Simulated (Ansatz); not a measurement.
# CsNa: the cost of one run

Program: Ansatz 0.2.0. Level of theory: DFT PBE, scalar-relativistic, plane waves, PAW. These are calculated values, not measurements.

### 1 The structure to begin with

Symmetry: P4/mmm, No. 123, tetragonal system. Conventional cell: a = 3.752 Å, b = 3.752 Å, c = 4.918 Å, α = 90.00°, β = 90.00°, γ = 90.00°. Cs (site symmetry 4/mmm) has 8 Na at 3.62 Å and 4 Cs at 3.75 Å as nearest neighbours. Na (site symmetry 4/mmm) has 8 Cs at 3.62 Å and 4 Na at 3.75 Å as nearest neighbours.

As a file:

```
Cs Na
1.0
     3.75248    0.00000    0.00000
     0.00000    3.75248    0.00000
     0.00000    0.00000    4.91843
Cs Na
1 1
Direct
  0.50000 0.50000 0.50000
  0.00000 0.00000 0.00000
```

This is candidate A: CuAu (L1_0) type (P4/mmm, No. 123).

(A quick probe on a coarse mesh, which set the mesh and smearing, is not shown.)

### 3 Coarse relaxation (candidate A)

input.yaml reads:

```yaml
crystal:
  lattice:
    - [3.7524816162, 0.0, 0.0]
    - [0.0, 3.7524816162, 0.0]
    - [0.0, 0.0, 4.9184312612]
  atoms:
    - { symbol: Cs, position: [0.5, 0.5, 0.5] }
    - { symbol: Na, position: [0.0, 0.0, 0.0] }
basis:
  ecutwfc: 420
kpoints:
  mp_grid: { grid: [4, 4, 4] }
hamiltonian:
  xc: pbe
scf:
  occupations: { method: gaussian, width: 0.1 }
  lower_state_search: "off"
output:
  forces: true
  stress: true
  eigenvalues: true
relax:
  adjacent_minimum: "off"
  f_tol: 0.04
  max_steps: 70
  cell: { stress_tol: 0.4 }
```

Launch:

```bash
> ansatz run input.yaml --threads 1 --pin off --max-ram 2560MiB --backend cpu --events-out ev --progress --plain --runs-dir out
```

Q: Estimate wall time and peak memory on 1 thread of Arm Neoverse V2, shared host.

About 23 s, with a peak of 0.36 GiB.
